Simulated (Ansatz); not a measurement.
# MoNH (triplet): wave-function methods side by side, def2-QZVPP

An exercise on one series of results from a longer session: the logs are not shown, and one member is left open.

Method: def2-QZVPP, core rule «outside noble gas», up to 5 orbitals frozen; program: Ansatz 0.2.0, Gaussian basis.

To be run: UHF; ROHF; CCSD(T) on UHF.

2 further runs of the same task are left out: 2 set aside as unsound or not needed.

## The geometry

The geometry is a PBE0/def2-TZVP stationary point (not a proven minimum) of the parent state, kept for this charge and spin. No spin-orbit coupling is included. Elements past krypton take def2 core potentials.

3 atoms, charge 0, spin multiplicity 3.

Atoms are counted from 1 here; the program's logs count them from 0.

Bond lengths: Mo1–N2 1.662 Å, N2–H3 1.015 Å. Angles: Mo1–N2–H3 180.0°.

The first run:

Contents of in.yaml:

```yaml
crystal:
  periodic: [false, false, false]
  atoms:
    - {symbol: Mo, position_ang: [0.000000, 0.000000, 1.446270]}
    - {symbol: N, position_ang: [0.000000, 0.000000, -0.215519]}
    - {symbol: H, position_ang: [0.000000, 0.000000, -1.230751]}
basis:
  gaussian: {orbitals: "def2-QZVPP.json"}
magnetization: {spin_polarized: true, initial_magnetization: 2}
hamiltonian: {xc: hf}
output: {orbitals: {seedname: orbitals}}
```

On the command line:

```sh
> ansatz run in.yaml --threads 1 --pin off --events-out ev --progress --plain --max-ram 4096MiB --backend cpu
```

Steps of the session up to this table: UHF; ROHF; CCSD(T) on UHF.

One table of the session follows, with a row left open; its other results are not shown here.

```
  method  from UCCSD(T) (kJ/mol)
    ROHF                 +1195.4
     UHF                 +1096.7
    UMP2                       ?
   UCCSD                   +73.2
UCCSD(T)                       0
```

Q: Estimate the row for UMP2 from the others.

As computed: from UCCSD(T) (kJ/mol): +131.1. In the column «from UCCSD(T) (kJ/mol)» it lies between UCCSD (+73.2) and UHF (+1096.7).

Limits of these values: The determinant is far from a pure spin state, so its energy mixes those of several spin states (harmless only where they are near-degenerate, as at dissociation).
